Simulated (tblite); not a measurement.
# C4H12GeS: the cost of one run

Computed with tblite 0.8.0 and PySCF 2.14.0, with density-fitted response routines of our own, on a single molecule in the gas phase. Atoms count from 0, in the outputs and in this text.

## 1. Starting geometry

18 atoms, charge 0, multiplicity 1; geometry from: force field or distance geometry start.

Bonds of the start (Å): C0–S1 1.82, S1–C2 1.81, C2–C3 1.49, C3–Ge4 1.92, Ge4–C5 1.95, C0–H6 1.11, C0–H7 1.09, C0–H8 1.12, C2–H9 1.11, C2–H10 1.14, C3–H11 1.11, C3–H12 1.14, Ge4–H13 1.52, Ge4–H14 1.56, C5–H15 1.12, C5–H16 1.10, C5–H17 1.13.

## 2. Relaxing the molecule with GFN2-xTB

The job: settings as JSON, then the geometry in Å.

```
{"job": {"kind": "relax", "xc": "GFN2-xTB", "basis": "xTB"}, "charge": 0, "multiplicity": 1}
C      2.745200    -0.625500    -0.467400
S      2.607800     1.160600    -0.129700
C      0.853400     1.593800    -0.046000
C      0.102300     0.377800    -0.462900
Ge    -1.817300     0.507300    -0.478900
C     -2.464600    -1.315200    -0.248800
H      3.790600    -0.957800    -0.631600
H      2.257600    -1.212900     0.308800
H      2.237100    -0.860300    -1.432900
H      0.540800     2.028600     0.925500
H      0.720200     2.435600    -0.799900
H      0.406300     0.008300    -1.466900
H      0.352700    -0.409700     0.329000
H     -2.407300     1.434000     0.567300
H     -2.255500     0.917700    -1.918800
H     -3.102700    -1.417400     0.663100
H     -2.976300    -1.633900    -1.169800
H     -1.599000    -2.024500    -0.081300
```

Run with:

```sh
> OMP_NUM_THREADS=1 python probes_run.py task.json out
```

This one command runs all jobs of the session in turn.

**Question.** How long does this first job take on 1 thread of Arm Neoverse N1, shared host, and how much memory does it need?

About 2 s, with a peak of 0.18 GiB.
